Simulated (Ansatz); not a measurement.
# Ge: strong compression

One table from this session's results is given with a row withheld; the runs are named, their logs left out.

Program: Ansatz 0.2.0. Level of theory: DFT, PBEsol, PAW with Ansatz's default frozen-core files, scalar-relativistic. These are calculated values, not measurements.

1 further run of the same task is left out (it didn't finish). Runs told in other sessions of the task aren't counted.

**The structure to begin with**

Symmetry: Pm-3m, No. 221, cubic system. The conventional cell has a = 2.738 Å, b = 2.738 Å, c = 2.738 Å, α = 90.00°, β = 90.00°, γ = 90.00°. Around Ge (site symmetry m-3m) lie 6 Ge at 2.74 Å.

Structure file:

```cif
data_structure
_symmetry_space_group_name_H-M 'P 1'
_symmetry_Int_Tables_number 1
_cell_length_a 2.7377
_cell_length_b 2.7377
_cell_length_c 2.7377
_cell_angle_alpha 90.000
_cell_angle_beta 90.000
_cell_angle_gamma 90.000
_cell_volume 20.52
loop_
_atom_site_label
_atom_site_type_symbol
_atom_site_fract_x
_atom_site_fract_y
_atom_site_fract_z
_atom_site_occupancy
Ge1 Ge 0.00000 0.00000 0.00000 1
```

Whether this phase is the stable one at these pressures isn't tested.

Set-up of the first run:

Contents of input.yaml:

```yaml
crystal:
  lattice:
    - [2.7377415812, 0.0, 0.0]
    - [0.0, 2.7377415812, 0.0]
    - [0.0, 0.0, 2.7377415812]
  atoms:
    - { symbol: Ge, position: [0.0, 0.0, 0.0] }
kpoints:
  mp_grid: { grid: [15, 15, 15] }
scf:
  occupations: { method: fermi_dirac, width: 0.1 }
hamiltonian:
  xc: pbesol
  pseudopotentials: { kind: paw }
output:
  forces: true
  stress: true
  write_density: true
  write_potential: true
  elf: true
  volumetric_format: npy
relax:
  f_tol: 0.005
  max_steps: 40
  cell: {}
```

Started as:

```console
$ ansatz run input.yaml --threads 1 --pin off --max-ram 2048MiB --backend cpu --events-out ev --progress --plain --runs-dir out
```

Among the steps run: Cell relaxed at zero pressure, PAW; Volume scaled by 1, PAW; Volume scaled by 0.88, PAW; Volume scaled by 0.78, PAW; Volume scaled by 0.68, PAW; Volume scaled by 0.58, PAW; Volume scaled by 0.5, PAW; Volume scaled by 0.43, PAW; Volume scaled by 0.43, PAW (cutoff 800 eV).

One of the session's tables, all rows but one given; the rest of the session is left out.

```
             method  volume over the first  volume (Å³/atom)  pressure (GPa)
                PAW                      1            18.949            0.01
                PAW                   0.88            16.675           13.38
                PAW                   0.78            14.780           34.58
                PAW                   0.68                 ?               ?
                PAW                   0.58            10.990          149.93
                PAW                    0.5             9.474          265.13
                PAW                   0.43             8.148          447.64
PAW (cutoff 800 eV)                   0.43             8.148          447.25
```

**Question.** Estimate the row for PAW, 0.68.

The run gave: volume (Å³/atom): 12.885; pressure (GPa): 73.96. In the column «volume (Å³/atom)» it lies between PAW, 0.58 (10.990) and PAW, 0.78 (14.780).

Caveats from the session: At pressures up to 448 GPa the PAW spheres may overlap and frozen cores may not hold, so those PAW values are rough without an all-electron check.
